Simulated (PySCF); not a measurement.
# C5H3F3: the cost of one run

Programs: PySCF 2.14.0, with density-fitted response routines of our own. Each step states its level of theory. These are calculated values for one molecule in the gas phase, unless marked as measured. Atoms count from 0, in the outputs and in this text.

### 1 The starting structure

11 atoms, charge 0, multiplicity 1; geometry from: PBE0-D3(BJ)/def2-SVP.

Bonds of the start (Å): F0–C1 1.34, C1–F2 1.34, C1–F3 1.34, C1–C4 1.48, C4–C5 1.33, C5–C6 1.43, C6–C7 1.32, C7–C5 1.43, C4–H8 1.09, C6–H9 1.09, C7–H10 1.09.

### 2 NMR shieldings: PBE/pcSseg-1

Job settings and geometry (Å):

```
{"job": {"kind": "nmr", "xc": "PBE", "basis": "pcSseg-1", "pop": false}, "charge": 0, "multiplicity": 1}
F     -2.435754     0.179691    -0.681875
C     -1.711759    -0.061035     0.425040
F     -2.502415    -0.791904     1.226945
F     -1.520299     1.122199     1.028422
C     -0.435616    -0.751191     0.128437
C      0.743132    -0.154970     0.316158
C      1.540709     0.959284     0.719812
C      2.171630    -0.117061     0.279202
H     -0.509510    -1.763764    -0.271218
H      1.580691     1.973393     1.110580
H      3.112488    -0.614487     0.052603
```

With the program's defaults for keys left out, this is: GIAO PBE/pcSseg-1 NMR shielding, non-relativistic, gas phase.

Launch:

```console
$ OMP_NUM_THREADS=1 python probes_run.py task.json out
```

This one command runs all jobs of the session in turn.

**Question.** How long does this first job take on 1 thread of Arm Neoverse V1, shared host, and how much memory does it need?

About 18 s, with a peak of 0.76 GiB.
